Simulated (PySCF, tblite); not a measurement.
# C₅H₁₀BrFGe: geometry, infrared bands and NMR shifts

Wanted: the infrared bands and NMR shifts of C₅H₁₀BrFGe (`[F][Ge@H]1[CH2]C[C@@H](Br)C[CH2]1`), by calculation.

Computed with tblite 0.8.0 and PySCF 2.14.0, with density-fitted response routines of our own, on a single molecule in the gas phase. Atoms count from 0, in the outputs and in this text.

### Step 1. The starting structure

18 atoms, charge 0, multiplicity 1; geometry from: force field or distance geometry start.

Bonds of the start (Å): F0–Ge1 1.75, Ge1–C2 1.96, C2–C3 1.53, C3–C4 1.54, C4–Br5 1.94, C4–C6 1.55, C6–C7 1.53, C7–Ge1 1.95, Ge1–H8 1.55, C2–H9 1.11, C2–H10 1.11, C3–H11 1.12, C3–H12 1.09, C4–H13 1.10, C6–H14 1.11, C6–H15 1.11, C7–H16 1.11, C7–H17 1.11.

### Step 2. Relaxing the molecule with GFN2-xTB

What the job is given:

```
{"job": {"kind": "relax", "xc": "GFN2-xTB", "basis": "xTB"}, "charge": 0, "multiplicity": 1}
F     -1.905800    -1.050700    -1.836200
Ge    -1.571600    -0.864500    -0.133300
C      0.175500    -1.649100     0.281700
C      1.278900    -0.748800    -0.290000
C      1.232600     0.681300     0.281300
Br     2.868300     1.597100    -0.229200
C      0.033000     1.492700    -0.266500
C     -1.300800     1.011900     0.304700
H     -2.684500    -1.503000     0.739300
H      0.269700    -1.739300     1.384300
H      0.223300    -2.659300    -0.175800
H      2.249000    -1.221400    -0.005700
H      1.215700    -0.736500    -1.381900
H      1.207300     0.655900     1.382600
H      0.005800     1.452700    -1.371700
H      0.153700     2.557400     0.036300
H     -2.136500     1.602000    -0.135400
H     -1.322300     1.128000     1.403800
```

The run is started by

```
$ OMP_NUM_THREADS=1 python probes_run.py task.json out
```

This one command runs all jobs of the session in turn.

**Question.** This job is followed by: GFN2-xTB harmonic vibrations, gas phase; GIAO PBE0/pcSseg-1 NMR shielding, non-relativistic, gas phase. Predict these results of the whole session: strongest single infrared mode (GFN2-xTB); zero-point energy (GFN2-xTB); 13C shifts against TMS (PBE0/pcSseg-1, means over atoms taken as alike); 1H shifts against TMS (PBE0/pcSseg-1, means over atoms taken as alike); 19F shifts against CFCl3 (PBE0/pcSseg-1); 73Ge shifts against GeMe4 (PBE0/pcSseg-1); 79Br shifts against HBr (PBE0/pcSseg-1).

**Answer**, as computed:

| quantity | value |
| --- | --- |
| strongest single infrared mode (GFN2-xTB) | 1867 cm⁻¹, 543 km/mol |
| zero-point energy (GFN2-xTB) | 85.5 kcal/mol |
| 13C shifts against TMS (PBE0/pcSseg-1, means over atoms taken as alike) | 67.5, 40.2, 23.4 ppm |
| 1H shifts against TMS (PBE0/pcSseg-1, means over atoms taken as alike) | 5.71, 3.81, 2.72, 2.46, 1.71, 1.11 ppm |
| 19F shifts against CFCl3 (PBE0/pcSseg-1) | -244.8 ppm |
| 73Ge shifts against GeMe4 (PBE0/pcSseg-1) | 69 ppm |
| 79Br shifts against HBr (PBE0/pcSseg-1) | 610 ppm |

In words: Over 40 steps the energy fell by 0.230 eV; of the close pairs, Ge1–C7 changed most, 1.946 to 1.986 Å. All 48 modes are real, so the xTB geometry is a minimum. The strongest single mode, at 1867 cm⁻¹, moves mainly H8. GFN2-xTB is a fitted tight-binding method: band positions and strengths are rough. Its intensities can rank the bands wrongly. C4 stands next to heavy halogen, whose spin-orbit shielding this run leaves out, so the computed shift lies too far downfield, most of all for carbon beside Br or I. At PBE0/pcSseg-1: The largest span, 1740 ppm, is at Br5, where the paramagnetic term is -1110 ppm. Spin-orbit coupling is left out, which matters for shieldings and couplings at and beside the heavy atoms.
